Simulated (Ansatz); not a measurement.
Runs of Ansatz 0.2.0 on SnSe2. Symmetry: P-3m1, No. 164, trigonal system. Conventional cell: a = 3.811 Å, b = 3.811 Å, c = 6.136 Å, α = 90.00°, β = 90.00°, γ = 120.00°. Around Sn (site symmetry -3m) lie 6 Se at 2.68 Å. Se (site symmetry 3m) is surrounded by 3 Sn at 2.68 Å. 

```csv
level,gap on the mesh (eV),pressure (GPa),relaxed volume (Å³/atom)
r2SCAN,1.01,0.0,27.77
r2SCAN+D4,1.01,0.0,(b)
r2SCAN+rVV10,(a),0.0,26.32
r2SCAN+D3(BJ)-ATM,1.01,0.0,26.53
r2SCAN+D3(BJ),1.01,0.0,26.29
```

Alike in all rows: task relaxation of cell and atoms; potentials or basis Ansatz PAW; no spin polarisation; cell relaxed; k mesh 8 × 8 × 5; cutoff (eV) 500; smearing fermi-dirac 0.05 eV.

Question: Estimate the missing entries.

Answer: (a) 0.98; (b) 26.57.

Caveats: odd divisions of the mesh miss points on the zone boundary, where band edges often lie, so the gap on the mesh can be too wide; the plane-wave basis is chosen anew once the cell has moved, so the energies of steps on either side of that aren't comparable; spin-orbit coupling is left out, which moves the levels of the heavy elements; the PAW data sets come from PBE, with cores solved anew for the run's functional, which leaves a small shift of forces and pressure; the dispersion damping was fitted for another functional or another form of the correction (some runs).

A k mesh can miss the band edges, and the runs leave out spin-orbit coupling on Se, Sn.
